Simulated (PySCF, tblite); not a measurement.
# C4H11BrGeN2: geometry, infrared bands and NMR shifts

What infrared bands and NMR shifts should C4H11BrGeN2 (`C/N=C/C[CH2][Ge@@H]([NH2])[Br]`) show?

Programs: tblite 0.8.0 and PySCF 2.14.0, with density-fitted response routines of our own. Each step states its level of theory. These are calculated values for one molecule in the gas phase, unless marked as measured. Atoms are numbered from 0 throughout.

## Step 1: Starting geometry

19 atoms, charge 0, multiplicity 1; geometry from: force field or distance geometry start.

Bonds of the start (Å): C0–N1 1.43, N1–C2 1.29, C2–C3 1.52, C3–C4 1.52, C4–Ge5 1.93, Ge5–N6 1.88, Ge5–Br7 2.32, C0–H8 1.10, C0–H9 1.11, C0–H10 1.12, C2–H11 1.09, C3–H12 1.11, C3–H13 1.12, C4–H14 1.14, C4–H15 1.11, Ge5–H16 1.57, N6–H17 1.06, N6–H18 1.06.

## Step 2: Geometry optimisation with GFN2-xTB

The job: settings as JSON, then the geometry in Å.

```
{"job": {"kind": "relax", "xc": "GFN2-xTB", "basis": "xTB"}, "charge": 0, "multiplicity": 1}
C      3.357300     0.780100    -0.600800
N      2.011400     0.297800    -0.706700
C      1.592900    -0.732800    -0.054700
C      0.158500    -1.202400    -0.203600
C     -0.674000    -0.039900     0.297300
Ge    -2.576000    -0.339200     0.236900
N     -3.364100     1.271900    -0.332500
Br    -3.117600    -2.001700    -1.282000
H      3.654400     1.231000    -1.564700
H      4.025600    -0.060900    -0.309800
H      3.385700     1.546900     0.216500
H      2.277000    -1.269200     0.609900
H     -0.032600    -2.136100     0.365900
H      0.019200    -1.342500    -1.309600
H     -0.443600     0.862100    -0.361000
H     -0.369600     0.277800     1.318100
H     -3.116100    -0.681900     1.673100
H     -2.622700     2.023900    -0.286100
H     -4.175600     1.524400     0.301600
```

Command:

```sh
$ OMP_NUM_THREADS=1 python probes_run.py task.json out
```

One launch serves the whole session: the jobs run in the order shown.

**Question.** This job is followed by: GFN2-xTB harmonic vibrations, gas phase; GIAO PBE0/pcSseg-1 NMR shielding, non-relativistic, gas phase. Predict these results of the whole session: strongest single infrared mode (GFN2-xTB); zero-point energy (GFN2-xTB); 13C shifts against TMS (PBE0/pcSseg-1); 1H shifts against TMS (PBE0/pcSseg-1, means over atoms taken as alike); 15N shifts against NH3 (PBE0/pcSseg-1); 73Ge shifts against GeMe4 (PBE0/pcSseg-1); 79Br shifts against HBr (PBE0/pcSseg-1).

As calculated:

| quantity | value |
| --- | --- |
| strongest single infrared mode (GFN2-xTB) | 454 cm⁻¹, 343 km/mol |
| zero-point energy (GFN2-xTB) | 90.4 kcal/mol |
| 13C shifts against TMS (PBE0/pcSseg-1) | 167.8, 50.8, 34.6, 21.2 ppm |
| 1H shifts against TMS (PBE0/pcSseg-1, means over atoms taken as alike) | 8.10, 5.91, 3.68, 2.70, 2.22, 1.71, 1.66, 0.98 ppm |
| 15N shifts against NH3 (PBE0/pcSseg-1) | 365.2, 34.7 ppm |
| 73Ge shifts against GeMe4 (PBE0/pcSseg-1) | 57 ppm |
| 79Br shifts against HBr (PBE0/pcSseg-1) | 18 ppm |

What this shows: Over 149 steps the energy fell by 0.668 eV; of the close pairs, Ge5–N6 changed most, 1.882 to 1.805 Å. No mode is imaginary among the 51: a minimum at this level. The strongest single mode, at 454 cm⁻¹, has its largest shares on H17, N6 and H18 (the list is cut at 3 atoms). Unscaled tight-binding wavenumbers are off by several per cent, some by more. Its intensities can rank the bands wrongly. At PBE0/pcSseg-1: The largest span, 712 ppm, is at N1, where the paramagnetic term is -429 ppm. Spin-orbit coupling is left out, which matters for shieldings and couplings at and beside the heavy atoms.
